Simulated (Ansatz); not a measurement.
# CH6GeSSi: rotation by 120° about the S1–Si2 bond, part 1 of 2

How high is the barrier for the rotation by 120° about the S1–Si2 bond? Relax the two ends, then run a nudged elastic band between them. SMILES of the start: S[SiH]1[CH2][GeH2]1.

Method: RKS r2SCAN-D4/def2-SVP, in Ansatz 0.2.0.

### Step 1. The starting structure

Bond lengths: S1–Si2 2.114 Å, Si2–C3 1.800 Å, Si2–Ge4 2.448 Å, C3–Ge4 1.994 Å, S1–H5 1.436 Å, Si2–H6 1.475 Å, C3–H7 1.128 Å, C3–H8 1.109 Å, Ge4–H9 1.571 Å, Ge4–H10 1.491 Å. Angles (14 of 19 angles, heavy atoms first): S1–Si2–C3 112.6°, S1–Si2–Ge4 108.9°, C3–Si2–Ge4 53.4°, Si2–C3–Ge4 80.2°, Si2–Ge4–C3 46.4°, S1–Si2–H6 123.9°, C3–Si2–H6 122.7°, Ge4–Si2–H6 110.7°, Si2–S1–H5 92.9°, Si2–C3–H7 115.9°, Si2–C3–H8 116.9°, Ge4–C3–H7 110.3°, Ge4–C3–H8 109.7°, Si2–Ge4–H9 113.6°.

Coordinates:

```xyz
10

S    -1.6945    0.2267   -1.8597
Si   -1.0847    0.0195    0.1538
C     0.2484   -1.1729    0.3530
Ge    1.3068    0.5168    0.3114
H    -1.4829    1.6474   -1.8541
H    -1.8149    0.5984    1.2976
H     0.3261   -1.6588    1.3676
H     0.5019   -1.7947   -0.5293
H     1.7757    0.8962    1.7616
H     2.0011    0.6702   -0.9990
```

### Step 2. Relaxing end A

Input file input.yaml:

```yaml
crystal:
  periodic: [false, false, false]
  atoms:
    - { symbol: S, position_ang: [-1.6945, 0.2267, -1.8597] }
    - { symbol: Si, position_ang: [-1.0847, 0.0195, 0.1538] }
    - { symbol: C, position_ang: [0.2484, -1.1729, 0.353] }
    - { symbol: Ge, position_ang: [1.3068, 0.5168, 0.3114] }
    - { symbol: H, position_ang: [-1.4829, 1.6474, -1.8541] }
    - { symbol: H, position_ang: [-1.8149, 0.5984, 1.2976] }
    - { symbol: H, position_ang: [0.3261, -1.6588, 1.3676] }
    - { symbol: H, position_ang: [0.5019, -1.7947, -0.5293] }
    - { symbol: H, position_ang: [1.7757, 0.8962, 1.7616] }
    - { symbol: H, position_ang: [2.0011, 0.6702, -0.999] }
basis:
  gaussian: { orbitals: def2-SVP }
hamiltonian:
  xc: r2scan
  dispersion: d4
relax:
  f_tol: 0.015
  max_steps: 40
```

On the command line:

```
ansatz run input.yaml --threads 2 --pin off --max-ram 3072MiB --backend cpu --events-out ev --progress --plain --runs-dir out
```

What it wrote, cut to the lines that bear on the results:

```text
Warning: RAYON_NUM_THREADS=2 ignored (pool sized by the plan → 2); use --threads N
[...]
Functional definition: r2SCAN
[...]
1258 factors; their error is unknown
[...]
mean field -76349.09858923 eV, -2805.7776218765 hartree, gradient 1.4e-5 eV, S^2 0.000000; 0 other end points of the search recorded, 0 dependent functions left out
[...]
reference -76349.09859946 eV, -2805.7776222525 hartree; 37, 37 occupied and 75, 75 virtual orbitals, 1258 factors
relax step   1: F+E_penalty+E_count = -76349.16114231 eV  Δ(F+E_penalty+E_count) = +0.000e0 eV  max|allowed force component| = 1.968e0 eV/Å  Δτ_max = 0.0000 Å  (29 SCF iters, accepted)
[...]
relax step   7: F+E_penalty+E_count = -76349.85095562 eV  Δ(F+E_penalty+E_count) = -5.999e-4 eV  max|allowed force component| = 4.028e-2 eV/Å  Δτ_max = 0.0630 Å  (29 SCF iters, accepted)
[...]
relax step   8: F+E_penalty+E_count = -76349.85131989 eV  Δ(F+E_penalty+E_count) = -3.643e-4 eV  max|allowed force component| = 1.409e-2 eV/Å  Δτ_max = 0.0157 Å  (30 SCF iters, accepted)
1258 factors; their error is unknown
mean field -76349.79008209 eV, -2805.8030337703 hartree, gradient 1.5e-5 eV, S^2 0.000000; 1 other end points of the search recorded, 0 dependent functions left out
[...]
reference -76349.79009250 eV, -2805.8030341528 hartree; 37, 37 occupied and 75, 75 virtual orbitals, 1258 factors
Total energy: -76349.85133030 eV, -2805.8052846004 hartree
Atom 0 at    -1.762546     0.253700    -1.874894 Å, force    -0.003442     0.009943     0.006239 eV/Å
Atom 1 at    -0.928943     0.246052     0.102841 Å, force     0.007626    -0.009256    -0.011714 eV/Å
Atom 2 at     0.275753    -1.177612     0.372254 Å, force    -0.013381     0.006936     0.000231 eV/Å
Atom 3 at     1.343583     0.531830     0.383655 Å, force     0.001013     0.014093    -0.003313 eV/Å
Atom 4 at    -1.899247     1.597722    -1.951034 Å, force     0.001026    -0.012179    -0.000063 eV/Å
Atom 5 at    -1.900045     0.527202     1.198712 Å, force     0.005192    -0.000377     0.003128 eV/Å
Atom 6 at     0.224706    -1.718045     1.327193 Å, force    -0.002642    -0.004505     0.000473 eV/Å
Atom 7 at     0.472128    -1.855368    -0.469227 Å, force     0.001348    -0.000637    -0.000625 eV/Å
Atom 8 at     1.985435     0.858661     1.732588 Å, force     0.000372    -0.002390     0.004540 eV/Å
Atom 9 at     2.272176     0.684657    -0.819188 Å, force     0.002889    -0.001628     0.001104 eV/Å
Dipole moment:     0.045160     0.124897     0.113881 e Å
```

It took 28 s on 2 threads of AMD EPYC 7R13 (Zen 3), shared host; peak memory 0.19 GiB.

Step by step:

| step | energy from step 1 (eV) | largest force component (eV/Å) |
| --- | --- | --- |
| 1 | 0.0000 | 1.9683 |
| 2 | -0.6353 | 0.7638 |
| 3 | -0.6790 | 0.2583 |
| 4 | -0.6830 | 0.1635 |
| 5 | -0.6878 | 0.0607 |
| 6 | -0.6892 | 0.0388 |
| 7 | -0.6898 | 0.0403 |
| 8 | -0.6902 | 0.0141 |

Step 1 is the start.

After: Bond lengths: S1–Si2 2.146 Å, Si2–C3 1.884 Å, Si2–Ge4 2.308 Å, C3–Ge4 2.016 Å, S1–H5 1.353 Å, Si2–H6 1.491 Å, C3–H7 1.098 Å, C3–H8 1.098 Å, Ge4–H9 1.529 Å, Ge4–H10 1.527 Å. Angles (14 of 19 angles, heavy atoms first): S1–Si2–C3 112.5°, S1–Si2–Ge4 119.6°, C3–Si2–Ge4 56.4°, Si2–C3–Ge4 72.5°, Si2–Ge4–C3 51.1°, S1–Si2–H6 115.1°, C3–Si2–H6 117.0°, Ge4–Si2–H6 121.9°, Si2–S1–H5 95.4°, Si2–C3–H7 117.8°, Si2–C3–H8 118.1°, Ge4–C3–H7 115.9°, Ge4–C3–H8 115.7°, Si2–Ge4–H9 123.2°.

### Step 3. Relaxing end B

The second end starts from a geometry with the move made by hand.

Input file input.yaml:

```yaml
crystal:
  periodic: [false, false, false]
  atoms:
    - { symbol: S, position_ang: [-1.6945, 0.2267, -1.8597] }
    - { symbol: Si, position_ang: [-1.0847, 0.0195, 0.1538] }
    - { symbol: C, position_ang: [-0.48555, 1.56394, 0.85692] }
    - { symbol: Ge, position_ang: [-2.36168, 1.5878, 1.53263] }
    - { symbol: H, position_ang: [-1.4829, 1.6474, -1.8541] }
    - { symbol: H, position_ang: [-0.9385, -1.27885, 0.839] }
    - { symbol: H, position_ang: [0.23872, 1.46515, 1.71554] }
    - { symbol: H, position_ang: [-0.33011, 2.40819, 0.15518] }
    - { symbol: H, position_ang: [-2.39209, 1.2051, 3.05563] }
    - { symbol: H, position_ang: [-3.18402, 2.56742, 0.76658] }
basis:
  gaussian: { orbitals: def2-SVP }
hamiltonian:
  xc: r2scan
  dispersion: d4
relax:
  f_tol: 0.015
  max_steps: 40
```

On the command line:

```
ansatz run input.yaml --threads 2 --pin off --max-ram 3072MiB --backend cpu --events-out ev --progress --plain --runs-dir out
```

What it wrote, cut to the lines that bear on the results:

```text
Warning: RAYON_NUM_THREADS=2 ignored (pool sized by the plan → 2); use --threads N
[...]
Functional definition: r2SCAN
[...]
1258 factors; their error is unknown
[...]
mean field -76348.92922148 eV, -2805.7713977266 hartree, gradient 1.7e-5 eV, S^2 0.000000; 0 other end points of the search recorded, 0 dependent functions left out
[...]
reference -76348.92923151 eV, -2805.7713980951 hartree; 37, 37 occupied and 75, 75 virtual orbitals, 1258 factors
relax step   1: F+E_penalty+E_count = -76348.99237184 eV  Δ(F+E_penalty+E_count) = +0.000e0 eV  max|allowed force component| = 2.129e0 eV/Å  Δτ_max = 0.0000 Å  (30 SCF iters, accepted)
[...]
relax step   4: F+E_penalty+E_count = -76349.75564041 eV  Δ(F+E_penalty+E_count) = +2.010e-2 eV  max|allowed force component| = 7.618e-1 eV/Å  Δτ_max = 0.2000 Å  (30 SCF iters, rejected (line search))
[...]
Total energy: -76349.82780988 eV, -2805.8044202409 hartree
Atom 0 at    -1.401945     0.057339    -2.004671 Å, force     0.005282     0.001128     0.001782 eV/Å
Atom 1 at    -1.221697     0.146667     0.133309 Å, force    -0.000243    -0.002728    -0.002249 eV/Å
Atom 2 at    -0.414229     1.607268     1.000130 Å, force    -0.005853    -0.008092     0.003760 eV/Å
Atom 3 at    -2.367578     1.567741     1.545351 Å, force     0.002500     0.001190     0.003969 eV/Å
Atom 4 at    -1.938169     1.293298    -2.119261 Å, force    -0.002762     0.001313    -0.002089 eV/Å
Atom 5 at    -0.811198    -1.207336     0.591124 Å, force    -0.002060     0.000270    -0.000083 eV/Å
Atom 6 at     0.340108     1.399961     1.772674 Å, force     0.002503     0.005859    -0.000138 eV/Å
Atom 7 at    -0.137595     2.486842     0.401360 Å, force     0.000221    -0.000012    -0.003254 eV/Å
Atom 8 at    -2.630651     1.276927     3.024623 Å, force     0.000532    -0.000132    -0.002178 eV/Å
Atom 9 at    -3.132377     2.783644     1.016840 Å, force    -0.000121     0.001204     0.000480 eV/Å
Dipole moment:     0.008623     0.211729     0.116402 e Å
```

It took 48 s on 2 threads of AMD EPYC 7R13 (Zen 3), shared host; peak memory 0.2 GiB.

The steps of the relaxation:

| step | energy from step 1 (eV) | largest force component (eV/Å) |
| --- | --- | --- |
| 1 | 0.0000 | 2.1290 |
| 2 | -0.7127 | 1.1766 |
| 3 | -0.7834 | 0.4053 |
| 4x | -0.7633 | 0.7618 |
| 5 | -0.8149 | 0.0993 |
| 6 | -0.8228 | 0.0676 |
| 7 | -0.8243 | 0.5311 |
| 8x | -0.8232 | 0.2356 |
| 9 | -0.8328 | 0.0248 |
| 10 | -0.8336 | 0.0767 |
| 11 | -0.8345 | 0.1247 |
| 12 | -0.8353 | 0.0312 |
| 13x | -0.8353 | 0.0405 |
| 14 | -0.8354 | 0.0081 |

Step 1 is the start. 3 steps were tried and not accepted (marked x).

After: Bond lengths: S1–Si2 2.147 Å, Si2–C3 1.881 Å, Si2–Ge4 2.308 Å, C3–Ge4 2.028 Å, S1–H5 1.352 Å, Si2–H6 1.487 Å, C3–H7 1.099 Å, C3–H8 1.099 Å, Ge4–H9 1.530 Å, Ge4–H10 1.531 Å. Angles (14 of 19 angles, heavy atoms first): S1–Si2–C3 121.8°, S1–Si2–Ge4 126.4°, C3–Si2–Ge4 56.8°, Si2–C3–Ge4 72.3°, Si2–Ge4–C3 50.9°, S1–Si2–H6 107.0°, C3–Si2–H6 116.5°, Ge4–Si2–H6 120.6°, Si2–S1–H5 94.6°, Si2–C3–H7 118.2°, Si2–C3–H8 118.6°, Ge4–C3–H7 117.9°, Ge4–C3–H8 113.8°, Si2–Ge4–H9 124.0°.

(Continued in part 2 of 2.)
